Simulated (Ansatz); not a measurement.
# GaSiH₃+ (doublet): the correlation ladder, cc-pVTZ

One table from this session's results is given with a row withheld; the runs are named, their logs left out.

Method: cc-pVTZ, core rule «outside noble gas», up to 19 orbitals frozen; program: Ansatz 0.2.0, Gaussian basis.

The runs, in order: UHF; CCSD(T) on ROHF; CCSD(T) on UHF; BCCD(T) on ROHF; CCSDT(Q) on ROHF; CCSDT(Q) on UHF; CASSCF and NEVPT2, 9 electrons in 11 orbitals.

4 further runs of the same task are left out: 1 for a known fault of the program, 3 set aside as unsound or not needed. Runs told in other sessions of the task aren't counted.

## The geometry

The geometry is a PBE0/def2-TZVP stationary point (not a proven minimum) of the parent state, kept for this charge and spin. No spin-orbit coupling is included. The filled d shell of Ga may be among the frozen orbitals whatever the setting's name suggests.

5 atoms, charge 1, spin multiplicity 2.

Atoms are counted from 1 here; the program's logs count them from 0.

Bond lengths: Si1–Ga2 2.262 Å, Si1–H3 1.596 Å, Si1–H4 1.596 Å, Ga2–H5 1.580 Å. Angles: Ga2–Si1–H3 61.1°, Ga2–Si1–H4 61.1°, H3–Si1–H4 81.5°, Si1–Ga2–H5 158.9°.

Coordinates:

```
Si   -0.0322    0.0000    1.6170
Ga   -0.0211    0.0000   -0.6454
H     0.9034    1.0422    0.8512
H     0.9034   -1.0422    0.8512
H     0.5540    0.0000   -2.1171
```

Set-up of the first run:

Contents of in.yaml:

```yaml
crystal:
  periodic: [false, false, false]
  atoms:
    - {symbol: Si, position_ang: [-0.032247, -0.000001, 1.616996]}
    - {symbol: Ga, position_ang: [-0.021140, 0.000000, -0.645355]}
    - {symbol: H, position_ang: [0.903423, 1.042173, 0.851175]}
    - {symbol: H, position_ang: [0.903422, -1.042175, 0.851174]}
    - {symbol: H, position_ang: [0.554022, 0.000001, -2.117132]}
basis:
  gaussian: {orbitals: cc-pVTZ}
total_charge: 1
magnetization: {spin_polarized: true, initial_magnetization: 1}
hamiltonian: {xc: hf}
output: {orbitals: {seedname: orbitals}}
```

Run with:

```bash
> ansatz run in.yaml --threads 1 --pin off --events-out ev --progress --plain --max-ram 2816MiB --backend cpu
```

Steps of the session up to this table: UHF; CCSD(T) on ROHF; CCSD(T) on UHF; BCCD(T) on ROHF; CCSDT(Q) on ROHF; CCSDT(Q) on UHF; CASSCF and NEVPT2, 9 electrons in 11 orbitals.

One table of the session follows, with a row left open; its other results are not shown here.

It belongs to the step «Misses and costs». 

| method | from UCCSDT(Q) (meV) |
| --- | --- |
| ROHF | +5897.3 |
| UHF | +5714.4 |
| RMP2 | +1260.5 |
| UMP2 | +1278.9 |
| RCCSD | +285.1 |
| UCCSD | +276.7 |
| RCCSD(T) | +58.1 |
| UCCSD(T) | ? |
| BCCD(T) | +57.1 |
| RCCSDT | +16.9 |
| UCCSDT | +12.0 |
| RCCSDT(Q) | +5.5 |
| UCCSDT(Q) | 0 |
| CASSCF valence | +3221.8 |
| NEVPT2 valence | +793.5 |

**Question.** Estimate the row for UCCSD(T).

The run gave: from UCCSDT(Q) (meV): +55.1. In the column «from UCCSDT(Q) (meV)» it lies between RCCSDT (+16.9) and BCCD(T) (+57.1).

To keep in mind: Restricted and unrestricted rows rest on different reference determinants; a gap between their highest levels can come from leftover correlation error, from unlike frozen cores or from another state.
